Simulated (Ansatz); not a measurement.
# Sr2B3: the cost of one run

Computed with Ansatz 0.2.0 (DFT PBE, scalar-relativistic, plane waves, PAW, unless a step's input says otherwise).

## 1. Starting point

Symmetry: P-6m2, No. 187, hexagonal system. The conventional cell has a = 4.204 Å, b = 4.204 Å, c = 5.162 Å, α = 90.00°, β = 90.00°, γ = 120.00°. Around Sr (site symmetry -6m2) lie 8 B at 2.58 to 2.74 Å. Sr (site symmetry -6m2) has 9 B at 2.43 to 2.76 Å as nearest neighbours. B (site symmetry 3m) is surrounded by 5 B at 2.53 to 2.76 Å and 6 Sr at 2.74 to 2.76 Å. B (site symmetry -6m2) is surrounded by 5 Sr at 2.43 to 2.58 Å.

Structure file:

```xyz
5
Lattice="4.2039 0.0000 0.0000 -2.1020 3.6407 0.0000 0.0000 0.0000 5.1623" Properties=species:S:1:pos:R:3 pbc="T T T"
Sr    2.1020    1.2136    2.5811
Sr    0.0000    2.4271    0.0000
B     0.0000    0.0000    3.8480
B     0.0000    0.0000    1.3143
B     2.1020    1.2136    0.0000
```

Recipe of the guess: species swapped into a database cell of Fe3Ge2 (P-6m2, No. 187), with B on the Fe sites and Sr on the Ge sites. The dimensions are guesses.

## 2. Probe: one point on a coarse mesh

input.yaml reads:

```yaml
crystal:
  lattice:
    - [4.20392075, 0.0, 0.0]
    - [-2.10196038, 3.64070217, 0.0]
    - [0.0, 0.0, 5.16226235]
  atoms:
    - { symbol: Sr, position: [0.66666667, 0.33333333, 0.5] }
    - { symbol: Sr, position: [0.33333333, 0.66666667, 0.0] }
    - { symbol: B, position: [0.0, 0.0, 0.74540001] }
    - { symbol: B, position: [0.0, 0.0, 0.25459999] }
    - { symbol: B, position: [0.66666667, 0.33333333, 0.0] }
basis:
  ecutwfc: 420
kpoints:
  mp_grid: { grid: [6, 6, 4] }
hamiltonian:
  xc: pbe
scf:
  occupations: { method: gaussian, width: 0.1 }
  lower_state_search: "off"
output:
  forces: true
  stress: true
  eigenvalues: true
```

On the command line:

```sh
> ansatz run input.yaml --threads 1 --pin off --max-ram 2560MiB --backend cpu --events-out ev --progress --plain --runs-dir out
```

**Question.** How long does this run take on 1 thread of Intel Xeon Platinum 8259CL at 2.50GHz (Skylake/Cascade Lake), shared host, and how much memory does it need?

About 3.2 s, with a peak of 0.4 GiB.
